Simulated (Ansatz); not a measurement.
# ClH7O2Si: the cost of one run

Program: Ansatz 0.2.0. Level of theory: RKS PBE0/6-31G*. These are calculated values, not measurements.

### Step 1. The system as given

Bond lengths: Si1–Cl2 2.488 Å, Si1–H3 1.488 Å, Si1–H4 1.456 Å, Si1–H5 1.459 Å, Si1–O7 2.068 Å, O7–H10 0.957 Å, O9–H11 0.959 Å. Angles: Cl2–Si1–H3 85.6°, Cl2–Si1–H4 105.9°, Cl2–Si1–H5 107.9°, Cl2–Si1–O7 85.6°, H3–Si1–H4 101.6°, H3–Si1–H5 100.5°, H3–Si1–O7 171.0°, H4–Si1–H5 140.7°, H4–Si1–O7 79.3°, H5–Si1–O7 83.8°, Si1–O7–H10 116.1°.

Coordinates:

```xyz
11

Si   -0.6170    0.1789   -1.4079
Cl    1.5971   -0.7890   -0.8141
H    -0.4443   -0.5168   -2.7114
H    -1.6079   -0.6643   -0.7553
H    -0.4061    1.5645   -1.8149
H    -0.0288    0.2168    1.3509
O    -0.6018    0.9733    0.5011
H     1.3427   -0.7947    0.9192
O     0.7156   -0.5898    2.0030
H    -0.1511    1.8114    0.6053
H     0.2015   -1.3903    2.1240
```

### Step 2. A restrained relaxation towards end A

Springs on the bonds that form and break draw the guess towards this end; the thresholds are loose.

The input, input.yaml:

```yaml
crystal:
  periodic: [false, false, false]
  atoms:
    - { symbol: Si, position_ang: [-0.617, 0.1789, -1.4079] }
    - { symbol: Cl, position_ang: [1.5971, -0.789, -0.8141] }
    - { symbol: H, position_ang: [-0.4443, -0.5168, -2.7114] }
    - { symbol: H, position_ang: [-1.6079, -0.6643, -0.7553] }
    - { symbol: H, position_ang: [-0.4061, 1.5645, -1.8149] }
    - { symbol: H, position_ang: [-0.0288, 0.2168, 1.3509] }
    - { symbol: O, position_ang: [-0.6018, 0.9733, 0.5011] }
    - { symbol: H, position_ang: [1.3427, -0.7947, 0.9192] }
    - { symbol: O, position_ang: [0.7156, -0.5898, 2.003] }
    - { symbol: H, position_ang: [-0.1511, 1.8114, 0.6053] }
    - { symbol: H, position_ang: [0.2015, -1.3903, 2.124] }
basis:
  gaussian: { orbitals: "6-31G*" }
hamiltonian:
  xc: pbe0
relax:
  f_tol: 0.15
  max_steps: 25
  restrain:
    - { distance: [0, 6], at: 3.07, k: 30.0 }
    - { distance: [5, 8], at: 2.27, k: 30.0 }
    - { distance: [7, 1], at: 2.63, k: 30.0 }
    - { distance: [0, 1], at: 2.13, k: 30.0 }
    - { distance: [5, 6], at: 0.97, k: 30.0 }
    - { distance: [7, 8], at: 0.97, k: 30.0 }
```

The run is started by

```sh
$ ansatz run input.yaml --threads 2 --pin off --max-ram 3072MiB --backend cpu --events-out ev --progress --plain --runs-dir out
```

What time and memory should one allow on 2 threads of Arm Neoverse V1, shared host?

About 24 s, with a peak of 0.17 GiB.
